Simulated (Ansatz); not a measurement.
# Pt (sc type): how the settings move a single-point run

Question: which choices in the input matter for Pt (sc type)?

Method: reference: DFT, PBEsol, PAW with Ansatz's default frozen-core files, scalar-relativistic, in Ansatz 0.2.0.

1 further run of the same task is left out (it didn't finish). Runs told in other sessions of the task aren't counted.

## (1) The system as given

Symmetry: Pm-3m, No. 221, cubic system. Conventional cell: a = 1.953 Å, b = 1.953 Å, c = 1.953 Å, α = 90.00°, β = 90.00°, γ = 90.00°. Pt (site symmetry m-3m) has 6 Pt at 1.95 Å in its first shell of neighbours.

Structure file:

```xyz
1
Lattice="1.9532 0.0000 0.0000 0.0000 1.9532 0.0000 0.0000 0.0000 1.9532" Properties=species:S:1:pos:R:3 pbc="T T T"
Pt    0.0000    0.0000    0.0000
```

## (2) Reference

The input, input.yaml:

```yaml
crystal:
  lattice:
    - [1.9531966146, 0.0, 0.0]
    - [0.0, 1.9531966146, 0.0]
    - [0.0, 0.0, 1.9531966146]
  atoms:
    - { symbol: Pt, position: [0.0, 0.0, 0.0] }
kpoints:
  mp_grid: { grid: [15, 15, 15] }
  band_path:
    path:
      - [0.0, 0.0, 0.0]
      - [0.0, 0.5, 0.0]
      - [0.5, 0.5, 0.0]
      - [0.0, 0.0, 0.0]
      - [0.5, 0.5, 0.5]
      - [0.0, 0.5, 0.0]
      - [0.5, 0.5, 0.5]
      - [0.5, 0.5, 0.0]
    npoints: 8
scf:
  occupations: { method: fermi_dirac, width: 0.1 }
hamiltonian:
  xc: pbesol
  pseudopotentials: { kind: paw }
output:
  forces: true
  stress: true
  eigenvalues: true
  populations: true
  dos: { projected: true, de: 0.2, e_range: [-14, 8] }
```

Started as:

```bash
ansatz run input.yaml --threads 1 --pin off --max-ram 2048MiB --backend cpu --events-out ev --progress --plain --runs-dir out
```

## (3) Changing settings: occupations.method tetrahedron_uncorrected, width left out

Edit input.yaml of step 2 so:

```diff
@@ -21,3 +21,3 @@
 scf:
-  occupations: { method: fermi_dirac, width: 0.1 }
+  occupations: { method: tetrahedron_uncorrected }
 hamiltonian:
@@ -30,2 +30 @@
   populations: true
-  dos: { projected: true, de: 0.2, e_range: [-14, 8] }
```

Q: Predict the outcome of this session. Wanted: for each run, ending; energy change; pressure; gap; force.

**Answer**, as computed:

| run | ending | energy change | pressure (GPa) | gap (eV) | force (eV/Å) | cycles | time |
| --- | --- | --- | --- | --- | --- | --- | --- |
| reference | converged | 0 | 1470.6 | 0.00 | 0.00 | 6 | 2.2 s |
| 1: occupations.method tetrahedron_uncorrected, width left out | converged | +193.4 meV/atom (σ→0) | 1476.5 | 0.00 | 0.00 | 6 | 1.9 s |

Times don't compare one to one where runs were asked for different outputs or read a saved state (see the inputs); cycles may leave out searches for a lower state.

Residual by cycle in the longest SCF loop of each run; runs are numbered as in the table. The quantity is the density residual dr2, in eV.

```csv
cycle,reference,run 1
1,0.257,0.247
2,0.0346,0.0365
3,8.9e-4,7.7e-4
4,8.8e-6,7.1e-6
5,2.6e-8,3.7e-8
6,6.2e-10,5.3e-10
```

Changing the smearing moves the energy by +193.4 meV/atom (σ→0 values), and the pressure goes from 1470.6 to 1476.5 GPa. The structure is not at rest: the sound run finds 1471 GPa, so these are no properties of the relaxed crystal. 

At pressures up to 1476 GPa the PAW spheres may overlap and frozen cores may not hold, so those PAW values are rough without an all-electron check.
